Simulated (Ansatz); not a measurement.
**CH₆FGaSn: one species, many methods**

How much do the methods differ for CH₆FGaSn? The plan is to run it at one geometry with functionals of several rungs and with coupled cluster. The yardstick is the atomisation energy at the CCSD(T) limit.

The runs use Ansatz 0.2.0, Gaussian basis; functionals in def2-TZVPP, the program's frozen cores in correlated methods.

Plan: LDA (SPW92), PBE-D4, revPBE-D4, BLYP-D4, r2SCAN-D4, B97M-V, PBE0-D4, B3LYP-D4, r2SCANh-D4, r2SCAN0-D4, HSE06-D4, BHLYP-D4, CAM-B3LYP-D4, LC-ωPBE, ωB97X-V, ωB97M-V, B2PLYP, PBE-QIDH; CCSD(T)/def2-SVP; CCSD(T)/def2-TZVPP; MP2/def2-QZVPP; extrapolation to the limit; RPA on PBE.

**1. Structure used throughout**

The geometry comes from an earlier relaxation with PBE0-D4 in a triple-zeta def2 set; it is a stationary point, not always the lowest conformer. Sn takes the def2 core potential; no spin-orbit term is included.

SMILES `F[CH2][GaH][SnH3]`, 10 atoms, charge 0, spin multiplicity 1.

Atoms are counted from 1 here; the program's logs count them from 0.

Bond lengths: F1–C2 1.392 Å, C2–Ga3 1.994 Å, C2–H5 1.097 Å, C2–H6 1.097 Å, Ga3–Sn4 2.616 Å, Ga3–H7 1.576 Å, Sn4–H8 1.711 Å, Sn4–H9 1.710 Å, Sn4–H10 1.710 Å. Angles: F1–C2–Ga3 111.7°, F1–C2–H5 108.1°, F1–C2–H6 108.1°, Ga3–C2–H5 111.0°, Ga3–C2–H6 111.0°, H5–C2–H6 106.9°, C2–Ga3–Sn4 117.9°, C2–Ga3–H7 117.6°, Sn4–Ga3–H7 124.5°, Ga3–Sn4–H8 113.0°, Ga3–Sn4–H9 111.0°, Ga3–Sn4–H10 111.0°, H8–Sn4–H9 107.1°, H8–Sn4–H10 107.2°, H9–Sn4–H10 107.2°.

**2. LDA**

This LDA is Slater exchange with PW92 correlation.

Contents of in.yaml:

```yaml
crystal:
  periodic: [false, false, false]
  atoms:
    - {symbol: F, position_ang: [-1.530158, 1.645003, 0.114927]}
    - {symbol: C, position_ang: [-0.576334, 1.660276, -0.898771]}
    - {symbol: Ga, position_ang: [0.655669, 0.097461, -0.774410]}
    - {symbol: Sn, position_ang: [0.272775, -1.609550, 1.170690]}
    - {symbol: H, position_ang: [-1.102825, 1.668975, -1.860702]}
    - {symbol: H, position_ang: [-0.022036, 2.603956, -0.829712]}
    - {symbol: H, position_ang: [1.794415, -0.023828, -1.856843]}
    - {symbol: H, position_ang: [1.393433, -2.902121, 1.156930]}
    - {symbol: H, position_ang: [0.405460, -0.843550, 2.693405]}
    - {symbol: H, position_ang: [-1.290388, -2.296612, 1.084476]}
basis:
  gaussian: {orbitals: def2-TZVPP}
hamiltonian: {xc: lda}
output: {orbitals: {seedname: orbitals}}
```

The runs that follow: PBE-D4 (GGA); revPBE-D4 (GGA); BLYP-D4 (GGA); r2SCAN-D4 (meta-GGA); B97M-V (meta-GGA); PBE0-D4 (hybrid); B3LYP-D4 (hybrid); r2SCANh-D4 (hybrid); r2SCAN0-D4 (hybrid); HSE06-D4 (hybrid); BHLYP-D4 (hybrid); CAM-B3LYP-D4 (range-separated); LC-ωPBE (range-separated); ωB97X-V (range-separated); ωB97M-V (range-separated); B2PLYP (double hybrid); PBE-QIDH (double hybrid); CCSD(T) in def2-SVP; CCSD(T) in def2-TZVPP; MP2 in def2-QZVPP; RPA on PBE orbitals.

**Question.** What will the summary of the whole plan be? Wanted: atomisation energy, CCSD(T)/CBS; farthest beyond LDA; mean size of error, GGA; mean size of error, meta-GGA; mean size of error, hybrid; mean size of error, range-separated; mean size of error, double hybrid; gap, smallest and largest; T1 diagnostic.

The runs gave:

| quantity | value |
| --- | --- |
| atomisation energy, CCSD(T)/CBS | 2792.4 kJ/mol |
| functionals within 27.9 kJ/mol (1.0 %) | PBE-D4, r2SCAN-D4, B97M-V, CAM-B3LYP-D4, LC-ωPBE, ωB97X-V, ωB97M-V |
| farthest beyond LDA | BHLYP-D4 (-99.5 kJ/mol) |
| mean size of error, GGA | 49.0 kJ/mol |
| mean size of error, meta-GGA | 14.0 kJ/mol |
| mean size of error, hybrid | 52.3 kJ/mol |
| mean size of error, range-separated | 17.3 kJ/mol |
| mean size of error, double hybrid | 59.5 kJ/mol |
| gap, smallest and largest | 3.27 eV (LDA (SPW92)), 9.74 eV (LC-ωPBE) |
| T1 diagnostic | 0.0131 |
| triples share of the correlation energy | 3.2 % |

The LDA atomisation energy is off by 392.8 kJ/mol (14 %): it overbinds. PBE-D4 is off by -8.3 kJ/mol. Double hybrids carry the basis error of their MP2 part in triple zeta, and no dispersion term here, so their miss is partly the set-up's. The rungs meta-GGA, range-separated miss on average by less than the doubt on the reference (27.9 kJ/mol), so they tie. The reference freezes the cores and leaves out spin-orbit coupling and excitations past (T), and its outer-core shells are covered unevenly, so misses under about 27.9 kJ/mol can't be ranked. All levels share the lack of spin-orbit coupling, which lowers the free heavy atoms and so the true binding. Hartree-Fock recovers 71 % of the binding; the rest is correlation. CCSD(T) in def2-SVP is off by -184.4 kJ/mol, more than most functionals: a good method in a small basis is no reference. Orbital gaps span 3.3 to 9.7 eV; exact exchange widens them. Correlated methods include outer-core shells of Ga, Sn, which these sets cover unevenly.
